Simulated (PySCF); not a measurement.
# Cl2H2Sn: the cost of one run

Computed with PySCF 2.14.0. Level: levels as typed in each script, gas phase, geometry from GFN2-xTB.

## 1. Starting geometry

SMILES `Cl[SnH2]Cl`, 5 atoms, charge 0, spin multiplicity 1.

Bond lengths: Cl1–Sn2 2.289 Å, Sn2–Cl3 2.289 Å, Sn2–H4 1.709 Å, Sn2–H5 1.709 Å. Angles: Cl1–Sn2–Cl3 105.1°, Cl1–Sn2–H4 110.3°, Cl1–Sn2–H5 110.3°, Cl3–Sn2–H4 110.3°, Cl3–Sn2–H5 110.3°, H4–Sn2–H5 110.4°.

As a file:

```xyz
5

Cl    1.8181    0.8639    0.0000
Sn    0.0000   -0.5274    0.0000
Cl   -1.8180    0.8640    0.0000
H     0.0001   -1.5023    1.4031
H    -0.0001   -1.5023   -1.4031
```

## 2. Density, bond paths and surface potential (PBE0/def2-tzvp)

input.py

```python
import numpy as np
from pyscf import gto, scf, dft
from pyscf.scf import atom_ks, atom_hf
from scipy.linalg import block_diag

def solve(mol, dm0=None, hcore=None):
    mf = (dft.UKS if mol.spin else dft.RKS)(mol, xc='pbe0')
    mf.grids.level = 3
    mf = mf.density_fit(auxbasis='def2-universal-jkfit')
    mf.conv_tol, mf.max_cycle = 1e-8, 80
    if hcore is not None:
        mf.get_hcore = lambda *args: hcore
    mf.kernel(dm0)
    if not mf.converged:
        mf = mf.newton().run(mf.mo_coeff, mf.mo_occ, max_cycle=30)
    assert mf.converged, 'SCF not converged'
    return mf

mol = gto.M(atom='''
Cl     1.81807     0.86394     0.00000
Sn    -0.00002    -0.52740     0.00000
Cl    -1.81802     0.86398     0.00000
H      0.00006    -1.50227     1.40310
H     -0.00006    -1.50227    -1.40310
''', basis='def2-tzvp', ecp={'Sn': 'def2-tzvp'}, charge=0, spin=0, verbose=4)
mf = solve(mol)
mf.analyze()
# spherically averaged free atoms, for the promolecule
atom_ks.AtomSphAverageRKS.init_guess_by_vsap = lambda self, mol=None: self.init_guess_by_minao(mol)  # core potentials
atm = atom_ks.get_atm_nrks(mol, xc='pbe0')
pro = block_diag(*[(atm[a[0]][2] * atm[a[0]][3]) @ atm[a[0]][2].T for a in mol._atom])
np.savez('result.npz', e=mf.e_tot, c=mf.mo_coeff, occ=mf.mo_occ, eps=mf.mo_energy, pro=pro, dip=mf.dip_moment(verbose=0), s2=mf.spin_square()[0])
```

The run is started by

```bash
$ OMP_NUM_THREADS=1 python input.py
```

**Question.** How long does this run take on 1 thread of Arm Neoverse V1, shared host, and how much memory does it need?

About 13 s, with a peak of 0.5 GiB.
